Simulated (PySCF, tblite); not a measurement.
**C4H5ClO2Si: geometry, infrared bands and NMR shifts**

Wanted: the infrared bands and NMR shifts of C4H5ClO2Si (`O=C=C(C=O)[SiH2]CCl`), by calculation.

Computed with tblite 0.8.0 and PySCF 2.14.0, with density-fitted response routines of our own, on a single molecule in the gas phase. Atoms are numbered from 0 throughout.

## (1) Starting geometry

13 atoms, charge 0, multiplicity 1; geometry from: force field or distance geometry start.

Bonds of the start (Å): O0–C1 1.23, C1–C2 1.33, C2–C3 1.47, C3–O4 1.29, C2–Si5 1.83, Si5–C6 1.86, C6–Cl7 1.77, C3–H8 1.05, Si5–H9 1.48, Si5–H10 1.48, C6–H11 1.11, C6–H12 1.12.

## (2) Relaxing the molecule with GFN2-xTB

What the job is given:

```
{"job": {"kind": "relax", "xc": "GFN2-xTB", "basis": "xTB"}, "charge": 0, "multiplicity": 1}
O     -0.956400     2.897900    -0.430600
C     -0.985700     1.673400    -0.292600
C     -1.009600     0.359200    -0.116200
C     -2.144300    -0.429600    -0.602600
O     -2.170800    -1.648200    -0.190100
Si     0.366000    -0.498100     0.723300
C      2.031200     0.033500     0.076700
Cl     2.696200    -1.251400    -0.947200
H     -2.914000    -0.080100    -1.232200
H      0.192900    -0.252500     2.171000
H      0.250500    -1.939900     0.405600
H      1.929700     0.951000    -0.532500
H      2.710000     0.185200     0.949600
```

Started as:

```bash
$ OMP_NUM_THREADS=1 python probes_run.py task.json out
```

One launch serves the whole session: the jobs run in the order shown.

**Question.** This job is followed by: GFN2-xTB harmonic vibrations, gas phase; GIAO PBE0/pcSseg-1 NMR shielding, non-relativistic, gas phase. Predict these results of the whole session: strongest single infrared mode (GFN2-xTB); zero-point energy (GFN2-xTB); 13C shifts against TMS (PBE0/pcSseg-1); 1H shifts against TMS (PBE0/pcSseg-1, means over atoms taken as alike); 17O shifts against H2O (PBE0/pcSseg-1); 29Si shifts against TMS (PBE0/pcSseg-1); 35Cl shifts against HCl (PBE0/pcSseg-1); surface potential, 1st and 99th percentile.

As calculated:

| quantity | value |
| --- | --- |
| strongest single infrared mode (GFN2-xTB) | 2254 cm⁻¹, 1506 km/mol |
| zero-point energy (GFN2-xTB) | 48.5 kcal/mol |
| 13C shifts against TMS (PBE0/pcSseg-1) | 190.9, 180.3, 34.7, 31.0 ppm |
| 1H shifts against TMS (PBE0/pcSseg-1, means over atoms taken as alike) | 9.88, 4.91, 3.01 ppm |
| 17O shifts against H2O (PBE0/pcSseg-1) | 613.2, 353.0 ppm |
| 29Si shifts against TMS (PBE0/pcSseg-1) | -33.6 ppm |
| 35Cl shifts against HCl (PBE0/pcSseg-1) | 35 ppm |
| surface potential, 1st and 99th percentile | -1.43 V and 1.72 V |

In words: Relaxing lowered the energy by 0.992 eV in 118 steps; the close pair that moved most is C2–Si5, from 1.825 to 1.910 Å. All 33 modes are real, so the xTB geometry is a minimum. The strongest single mode, at 2254 cm⁻¹, moves mainly C1. GFN2-xTB is a fitted tight-binding method: band positions and strengths are rough. Its intensities can rank the bands wrongly. C3 (aldehyde carbonyl carbon) lies farthest downfield among carbon, at 190.9 ppm; low-lying n→π* states of the double bond to the heteroatom give a large paramagnetic term (-243 ppm). The most deshielded hydrogen is H8 (hydrogen on an aldehyde carbonyl carbon), at 9.88 ppm: deshielded by the polar, anisotropic C=O bond. At PBE0/pcSseg-1: Shielding is most anisotropic at O4 (span 1150 ppm, paramagnetic term -677 ppm). At PBE0/pcSseg-1, counted by nearest atom on the grid, the HOMO lies on C2 36 %; O0, O4 about 16 % each, the LUMO on C1 43 %; O0 24 %.
